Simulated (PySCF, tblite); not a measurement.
# CH7O2Si2 radical: geometry, infrared bands and EPR parameters

Wanted: the infrared bands and EPR parameters of CH7O2Si2 radical (`[O]C[SiH2]O[SiH3]`), by calculation.

The runs use tblite 0.8.0 and PySCF 2.14.0, with density-fitted response routines of our own; the level of theory stands in each step. All values are computed, except where a source is named. Atoms are numbered from 0 throughout.

**1. Starting geometry**

12 atoms, charge 0, multiplicity 2; geometry from: force field or distance geometry start.

Bonds of the start (Å): O0–C1 1.33, C1–Si2 1.96, Si2–O3 1.67, O3–Si4 1.66, C1–H5 1.10, C1–H6 1.11, Si2–H7 1.49, Si2–H8 1.49, Si4–H9 1.49, Si4–H10 1.50, Si4–H11 1.49.

**2. Relaxing the molecule with GFN2-xTB**

Job settings and geometry (Å):

```
{"job": {"kind": "relax", "xc": "GFN2-xTB", "basis": "xTB"}, "charge": 0, "multiplicity": 2}
O      0.825500    -0.829300     1.889000
C      1.590100    -0.490900     0.856300
Si     0.818500     0.909400    -0.272300
O     -0.632300     0.468400    -0.983800
Si    -1.991300    -0.360500    -0.498000
H      1.828900    -1.264100     0.111600
H      2.586300    -0.059800     1.070800
H      1.778600     1.220600    -1.367800
H      0.620100     2.183200     0.474900
H     -2.609900     0.212700     0.724700
H     -3.020500    -0.157200    -1.566800
H     -1.792700    -1.833100    -0.464500
```

Command:

```bash
$ OMP_NUM_THREADS=1 python probes_run.py task.json out
```

This one command runs all jobs of the session in turn.

**Question.** This job is followed by: GFN2-xTB harmonic vibrations, gas phase; UKS B3LYP, pcH-1 on C H O Si, non-relativistic, mean-field spin-orbit, GIAO. What will the session give for the following? strongest single infrared mode (GFN2-xTB); zero-point energy (GFN2-xTB); g(iso) (B3LYP); ⟨S²⟩; largest a(iso) (averaged by class); potential on the surface of density 0.002 e/bohr³, 1st and 99th percentile.

As calculated:

| quantity | value |
| --- | --- |
| strongest single infrared mode (GFN2-xTB) | 746 cm⁻¹, 390 km/mol |
| zero-point energy (GFN2-xTB) | 46.3 kcal/mol |
| g(iso) (B3LYP) | 2.00897 |
| ⟨S²⟩ | 0.754 (exact 0.75) |
| largest a(iso) (averaged by class) | 29Si on Si2, -127.3 MHz |
| potential on the surface of density 0.002 e/bohr³, 1st and 99th percentile | -1.26 V and 2.00 V |

The optimisation took 109 steps and gained 0.577 eV; among the close pairs (by a distance rule), Si2–O3 changed most, from 1.675 to 1.579 Å. All 30 modes are real, so the xTB geometry is a minimum. The strongest single mode, at 746 cm⁻¹, is spread over several atoms, H10, H11, H9, H8 among them. GFN2-xTB is a fitted tight-binding method: band positions and strengths are rough. Its intensities can rank the bands wrongly. The largest share of the spin, 0.59 e, sits on O0. The isotropic g lies 6.6 ppt above the free-electron value.
